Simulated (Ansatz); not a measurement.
**C3H5NSn: an energy map over angle C2–N3–C4 and change of the bonds N3–C2, N3–C4, all alike**

A grid of calculations on C₃H₅NSn, SMILES C#CN=[CH][SnH3], to see where the energy is lowest and how it rises around there.

The runs use Ansatz 0.2.0; RKS PBE0-D4/def2-SVP.

**1. The system as given**

10 atoms, charge 0, spin multiplicity 1.

Atoms are counted from 1 here; the program's logs count them from 0.

Bond lengths: C1–C2 1.231 Å, C1–H6 1.080 Å, C2–N3 1.327 Å, N3–C4 1.292 Å, C4–Sn5 2.203 Å, C4–H7 1.110 Å, Sn5–H8 1.725 Å, Sn5–H9 1.725 Å, Sn5–H10 1.729 Å. Angles: C2–C1–H6 179.6°, C1–C2–N3 175.0°, C2–N3–C4 124.4°, N3–C4–Sn5 125.3°, N3–C4–H7 115.7°, Sn5–C4–H7 119.0°, C4–Sn5–H8 109.6°, C4–Sn5–H9 109.5°, C4–Sn5–H10 107.5°, H8–Sn5–H9 110.1°, H8–Sn5–H10 110.0°, H9–Sn5–H10 110.1°.

Coordinates:

```xyz
10
charge 0, multiplicity 1
C    -2.37547   -0.68291    0.81340
C    -1.31057   -1.10276    0.35933
N    -0.20900   -1.66099   -0.12661
C     0.85953   -1.00976   -0.44804
Sn    1.12175    1.17070   -0.27107
H    -3.30663   -0.30793    1.21140
H     1.69755   -1.62277   -0.84172
H    -0.04381    1.97539   -1.25648
H     0.93125    1.64169    1.37771
H     2.71841    1.54826   -0.81511
```

This geometry comes from a loose relaxation at PBE in a small basis, which is not shown.

**3. Plan of the scan**

The axes are (1) angle C2–N3–C4: 9 values from 77.7 to 167.7 °; (2) change of the bonds N3–C2, N3–C4, all alike: 9 values from −0.143 to 0.222 Å.

Nothing else is relaxed (all other coordinates rigid). Energies count from the relaxed molecule at the same level. Points are written as (first, second).

(The set-up runs are not shown.)

**4. Point (122.7°, −0.007 Å)**

input.yaml reads:

```yaml
crystal:
  periodic: [false, false, false]
  atoms:
    - { symbol: C, position_ang: [-2.317528, -0.646297, 0.79477] }
    - { symbol: C, position_ang: [-1.281796, -1.102613, 0.347217] }
    - { symbol: "N", position_ang: [-0.192054, -1.673199, -0.135048] }
    - { symbol: C, position_ang: [0.850632, -1.013475, -0.444232] }
    - { symbol: Sn, position_ang: [1.08023, 1.150709, -0.25716] }
    - { symbol: H, position_ang: [-3.234137, -0.251541, 1.189735] }
    - { symbol: H, position_ang: [1.692091, -1.607996, -0.836088] }
    - { symbol: H, position_ang: [-0.083581, 1.931313, -1.23532] }
    - { symbol: H, position_ang: [0.890963, 1.60208, 1.380183] }
    - { symbol: H, position_ang: [2.661027, 1.529141, -0.798687] }
basis:
  gaussian: { orbitals: def2-SVP }
hamiltonian:
  xc: pbe0
  dispersion: d4
output:
  forces: true
```

Started as:

```sh
$ ansatz run input.yaml --threads 1 --pin off --max-ram 2560MiB --backend cpu --events-out ev --progress --plain --runs-dir out
```

Further runs follow: all other points of the grid.

Q: Predict the outcome of this session. Wanted: lowest point; highest computed point; dipole moment; largest force on an atom.

**Answer**, as computed:

| quantity | value |
| --- | --- |
| lowest point | (122.7°, −0.007 Å), 0.31 kJ/mol |
| highest computed point | (77.7°, −0.143 Å), 802 kJ/mol above the lowest |
| dipole moment (D) | 0.77 at (134.0°, −0.143 Å) to 2.47 at (100.2°, 0.222 Å); 1.52 at the lowest point |
| largest force on an atom (eV/Å) | 0.5 at (122.7°, −0.007 Å) to 21.8 at (77.7°, −0.143 Å); 0.5 at the lowest point |
| time for the whole task | 9.4 min on 1 thread, shared host |

The lowest computed point is at (122.7°, −0.007 Å), 0.31 kJ/mol from the relaxed molecule at the same level. The grid is coarse, so the true minimum lies between grid points and may sit elsewhere than the lowest one. It is the only kind of minimum in the scanned range. The highest computed point, (77.7°, −0.143 Å), lies 802 kJ/mol above the lowest. Round the minimum the valley is somewhat tilted: raising angle C2–N3–C4 shifts the best value of the second coordinate downwards (coupling k₁₂/√(k₁₁k₂₂) about 0.4).
